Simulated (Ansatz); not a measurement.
**Gold, diamond under PBEsol: structure, energy and stiffness**

The plan for gold in the diamond structure: relax it, solve it on a dense k-mesh, then scale the cell to 7 volumes from 88 to 112 % of the relaxed one and try a fit of the equation of state. Spin polarisation is left out. The k-meshes are 10×10×10 for the relaxation; 15×15×15 for the dense run; 10×10×10 for the volumes.

This is Au in the diamond structure; at room conditions it is fcc.

Computed with Ansatz 0.2.0 (DFT PBEsol, plane waves (420 eV) with PAW, scalar-relativistic; the PAW data stem from PBE, with regenerated cores, unless a step says otherwise).

### Step 1. Starting point

The structure is cubic, space group Fd-3m (No. 227). Conventional cell: a = 5.679 Å, b = 5.679 Å, c = 5.679 Å, α = 90.00°, β = 90.00°, γ = 90.00°. Au (site symmetry -43m) has 4 Au at 2.46 Å as nearest neighbours.

As a file:

```cif
data_structure
_symmetry_space_group_name_H-M 'P 1'
_symmetry_Int_Tables_number 1
_cell_length_a 4.0156
_cell_length_b 4.0156
_cell_length_c 4.0156
_cell_angle_alpha 60.000
_cell_angle_beta 60.000
_cell_angle_gamma 60.000
_cell_volume 45.78
loop_
_atom_site_label
_atom_site_type_symbol
_atom_site_fract_x
_atom_site_fract_y
_atom_site_fract_z
_atom_site_occupancy
Au1 Au 0.12500 0.12500 0.12500 1
Au2 Au 0.87500 0.87500 0.87500 1
```

### Step 2. Relaxing cell and atoms

File input.yaml:

```yaml
crystal:
  lattice:
    - [0.0, 2.8394269867, 2.8394269867]
    - [2.8394269867, 0.0, 2.8394269867]
    - [2.8394269867, 2.8394269867, 0.0]
  atoms:
    - { symbol: Au, position: [0.125, 0.125, 0.125] }
    - { symbol: Au, position: [0.875, 0.875, 0.875] }
hamiltonian:
  xc: pbesol
  pseudopotentials:
    kind: paw
    azcp:
      Au: "pseudopotentials/Au.paw.azcp"
basis:
  ecutwfc: 420
  fft_grid_basis: typed
kpoints:
  mp_grid: { grid: [10, 10, 10], shift: [0, 0, 0] }
magnetization:
  spin_polarized: false
scf:
  occupations: { method: fermi_dirac, width: 0.1 }
relax:
  max_steps: 60
  f_tol: 0.01
  cell: {}
```

Started as:

```console
> ansatz run input.yaml --threads 2 --pin off --max-ram 5120MiB --backend cpu --events-out ev --progress --plain --runs-dir out
```

The runs that follow: Dense single point; The cell scaled to 88 % of its volume; The cell scaled to 92 % of its volume; The cell scaled to 96 % of its volume; The cell scaled to 100 % of its volume; The cell scaled to 104 % of its volume; The cell scaled to 108 % of its volume; The cell scaled to 112 % of its volume.

Q: Predict the outcome of this session. Wanted: space group; conventional cell; volume; shortest distance; gap on the mesh; relative to fcc; V₀, B₀, B₀′.

As calculated:

```
                      quantity                         value
space group (spins left aside)               Fd-3m (No. 227)
             conventional cell                   a = 6.024 Å
                        volume                27.325 Å³/atom
             shortest distance                       2.608 Å
               gap on the mesh  none (levels filled in part)
               relative to fcc                 +943 meV/atom
                   V₀, B₀, B₀′   27.344 Å³/atom, 69 GPa, 5.7
```

In words: From the guessed start the volume grew by 19.4 % in 5 steps. Against the reference form of gold (fcc, computed apart with the same settings) it stands 943 meV/atom higher, so it is far from stable. Levels at the Fermi energy are filled in part, as in a metal. The fitted modulus is 69 GPa. The symmetry was held, so the structure may be unstable against distortions that break it.
